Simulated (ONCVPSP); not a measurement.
# Pseudopotential generation for boron: ONCV, LDA (Perdew-Wang 92)

Task: generate the file, and judge it by its errors in other configurations, its logarithmic derivatives, its ghosts and its cutoff.

Program: ONCVPSP 4.0.1.1 (patched build). Reference atom: LDA (Perdew-Wang 92), scalar-relativistic, spherical and spin-unpolarised. All values are calculated.

## (1) The atom and the settings

The settings as typed:

```
element                 : boron (B, Z = 5)
type                    : optimised norm-conserving Vanderbilt (ONCV)
frozen core             : [He]
valence charge          : 3
reference configuration : 2s2 2p1
partial waves           : 2s: rc 1.60 bohr, ncon 4, nbas 8, qcut 3.6 1/bohr, 3 projectors, debl 1.1 Ha; 2p: rc 2.00 bohr, ncon 3, nbas 6, qcut 4.4 1/bohr, 2 projectors, debl 3.5 Ha; d scattering state at 0.03 Ha: rc 1.90 bohr, ncon 5, nbas 8, qcut 6 1/bohr, 2 projectors, debl 0.8 Ha
local potential         : polynomial inside 1.45 bohr (lpopt 3, dvloc0 1 Ha)
core correction         : not asked for
```

## (2) Generating the potential

File B.dat:

```
# ATOM AND REFERENCE CONFIGURATION
# atsym  z   nc   nv     iexc    psfile
  B 5.00    1    2  -001012      upf
#
#   n    l    f
    1    0    2.00
    2    0    2.00
    2    1    1.00
#
# PSEUDOPOTENTIAL AND OPTIMIZATION
# lmax
    2
#
#   l,   rc,      ep,       ncon, nbas, qcut
    0    1.60    0.00    4    8    3.60
    1    2.00    0.00    3    6    4.40
    2    1.90    0.03    5    8    6.00
#
# LOCAL POTENTIAL
# lloc, lpopt,  rc(5),   dvloc0
    4    3    1.45    1.00
#
# VANDERBILT-KLEINMAN-BYLANDER PROJECTORs
# l, nproj, debl
    0    3    1.10
    1    2    3.50
    2    2    0.80
#
# MODEL CORE CHARGE
# icmod, fcfact, rcfact
    0    0.00    0.00
#
# LOG DERIVATIVE ANALYSIS
# epsh1, epsh2, depsh
   -2.00    5.00    0.02
#
# OUTPUT GRID
# rlmax, drl
    6.00    0.01
#
# TEST CONFIGURATIONS
# ncnf
    4
# nvcnf
#   n    l    f
    2
    2    0    2.00
    2    1    0.00
#
    2
    2    0    1.00
    2    1    0.00
#
    2
    2    0    2.00
    2    1    0.50
#
    2
    2    0    0.00
    2    1    3.00
#
```

Started as:

```console
$ oncvpsp.x < B.dat > B.out
```

**Question.** What will these runs give? Wanted: cutoffs for 1 and 0.1 mHa per electron, occupied waves; bound ghosts; GHOST(+) flags; largest test error; largest phase difference near zero energy, channels read.

As calculated:

| quantity | value |
| --- | --- |
| cutoffs for 1 and 0.1 mHa per electron, occupied waves | 16 Ha and 61 Ha |
| bound ghosts | s at -9458.08 eV |
| GHOST(+) flags | none at low energy |
| largest test error (AE − PS) | +169 meV, for 2s1 2p0 |
| largest phase difference near zero energy, channels read | 0.002 rad |

**Reading.** It has a bound ghost (s), a state that the atom doesn't have, and that rules the file out. By total energies transferability is poor: the largest error is 169 meV on 33.6 eV, for 2s1 2p0. The potential is soft on the atom at that tolerance: the looser tolerance needs 16 Ha. The tighter tolerance needs 61 Ha, and converged work needs a cutoff nearer that. At the looser tolerance the 2s wave is the slowest; 2p needs 9 Ha. Near zero energy the phases of the channels with partial waves agree within 0.002 rad. All of this concerns the isolated atom, not yet a solid.
